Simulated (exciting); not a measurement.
## AlCl: single point with PBEsol

The system is AlCl.

```
Al Cl
1.0
     0.00000    2.84863    2.84863
     2.84863    0.00000    2.84863
     2.84863    2.84863    0.00000
Al Cl
1 1
Cartesian
  2.8486 2.8486 2.8486
  0.0000 0.0000 0.0000
```

The cell was built by a generator and needn't be a form met in nature.

* Program: exciting (release sodium)
* Task: single point
* Functional: PBEsol
* Potentials or basis: all-electron LAPW+lo, shipped species files, valence relativity iora*
* rgkmax: 7.5
* k mesh: 8 × 8 × 8
* Occupations: fermi-dirac, width 0.05 eV
* Spin: no spin polarisation

```json
{"Band gap on the k mesh": "0.67 eV, direct", "All electrons inside the program's atomic spheres": "Al 10.82; Cl 14.68 (radii Al 2.0, Cl 1.9 bohr)"}
```

Levels at points of the mesh, in eV from the valence-band top:
| k point | band 6 | band 7 | band 8 | band 9 | band 10 | band 11 |
| --- | --- | --- | --- | --- | --- | --- |
| (0.00, 0.00, 0.00) | -4.62 | -4.62 | -3.97 | 5.31 | 5.31 | 5.31 |
| (0.50, 0.00, 0.00) | -4.79 | -4.79 | 0.00 | 0.67 | 2.41 | 2.41 |
| (0.50, 0.50, 0.00) | -5.46 | -5.46 | -3.24 | 2.46 | 4.09 | 5.18 |

Run time: 59 s on 1 thread of Arm Neoverse V2 (shared host), peak memory 0.14 GiB.

A k mesh can miss the band edges.
